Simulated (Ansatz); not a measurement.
# InH2+ (triplet): from Hartree-Fock to the top rungs at distance In1–H2 = 1.553 Å, def2-TZVPP

Aim: climb from Hartree-Fock through coupled cluster and multireference methods for InH2+ (triplet) at one geometry and basis, and see what each rung misses.

Method: def2-TZVPP, core rule «outside noble gas», up to 9 orbitals frozen; program: Ansatz 0.2.0, Gaussian basis.

The runs, in order: UHF; CCSD(T) on ROHF; CCSD(T) on UHF; BCCD(T) on ROHF; CCSDT(Q) on ROHF; CCSDT(Q) on UHF; CASSCF and NEVPT2, 4 electrons in 4 orbitals; CASSCF and MRCISD+Q, 4 electrons in 6 orbitals; CASSCF and NEVPT2, 4 electrons in 6 orbitals; Full CI.

21 further runs of the same task are left out: 15 that didn't finish, 6 set aside as unsound or not needed.

**1. The geometry**

The geometry derives from a PBE0/def2-TZVP stationary point (not a proven minimum). One bond is set to the value named and the two fragments are kept rigid. No spin-orbit coupling is included. Elements past krypton take def2 core potentials.

3 atoms, charge 1, spin multiplicity 3.

Atoms are counted from 1 here; the program's logs count them from 0.

Bond lengths: In1–H2 1.553 Å, In1–H3 1.966 Å. Angles: H2–In1–H3 71.1°.

**2. UHF**

File in.yaml:

```yaml
crystal:
  periodic: [false, false, false]
  atoms:
    - {symbol: In, position_ang: [0.000000, 0.002073, -0.024702]}
    - {symbol: H, position_ang: [0.000000, 0.905032, 1.238814]}
    - {symbol: H, position_ang: [0.000000, -1.141220, 1.575116]}
basis:
  gaussian: {orbitals: def2-TZVPP}
total_charge: 1
magnetization: {spin_polarized: true, initial_magnetization: 2}
hamiltonian: {xc: hf}
output: {orbitals: {seedname: orbitals}}
```

Command:

```
ansatz run in.yaml --threads 1 --pin off --events-out ev --progress --plain --max-ram 2393MiB
```

Further steps of the session: CCSD(T) on ROHF; CCSD(T) on UHF; BCCD(T) on ROHF; CCSDT(Q) on ROHF; CCSDT(Q) on UHF; CASSCF and NEVPT2, 4 electrons in 4 orbitals; CASSCF and MRCISD+Q, 4 electrons in 6 orbitals; CASSCF and NEVPT2, 4 electrons in 6 orbitals; Full CI.

**Question.** What will the summary of the whole plan be? Wanted: FCI below the RHF energy; RMP2 from FCI; UMP2 from FCI; RCCSD from FCI; RCCSD(T) from FCI; UCCSD(T) from FCI; RCCSDT(Q) from FCI; UCCSDT(Q) from FCI; NEVPT2 pair from FCI.

As calculated:

| quantity | value |
| --- | --- |
| FCI below the RHF energy | -1.4991 eV |
| RMP2 from FCI | +9.29 kcal/mol |
| UMP2 from FCI | +7.75 kcal/mol |
| RCCSD from FCI | +0.66 kcal/mol |
| RCCSD(T) from FCI | +0.02 kcal/mol |
| UCCSD(T) from FCI | -0.78 kcal/mol |
| RCCSDT(Q) from FCI | -0.20 kcal/mol |
| UCCSDT(Q) from FCI | -0.98 kcal/mol |
| NEVPT2 pair from FCI | +7.89 kcal/mol |
| NEVPT2 valence from FCI | +3.48 kcal/mol |
| MRCISD+Q valence from FCI | -0.41 kcal/mol |
| levels within 1 kcal/mol (43 meV) | RCCSD, UCCSD, RCCSD(T), UCCSD(T), BCCD(T), RCCSDT, UCCSDT, RCCSDT(Q), UCCSDT(Q), MRCISD valence, MRCISD+Q valence |
| T1 diagnostic | 0.049 |
| effectively unpaired electrons | 2.02 |

RCCSD(T) misses by +0.02 kcal/mol, 0.1 % of the correlation energy. CCSD(T) misses by +0.02 kcal/mol on the restricted determinant and by -0.78 kcal/mol on the unrestricted one; the two need not hold the same state or core. UCCSD, UCCSD(T), RCCSDT, UCCSDT, RCCSDT(Q), UCCSDT(Q), MRCISD valence, MRCISD+Q valence fall below full CI: unrestricted runs freeze a spin-polarised core, another one than full CI's, and coupled cluster isn't variational. The occupations are near whole numbers, but T1 = 0.049 shows that the orbitals relax strongly. Of the multireference levels listed MRCISD+Q valence comes nearest in total energy (-0.41 kcal/mol), which doesn't show that its space is the better one. These misses are within one basis, not against nature; the frozen cores of restricted and unrestricted runs differ, which can shift their rows.
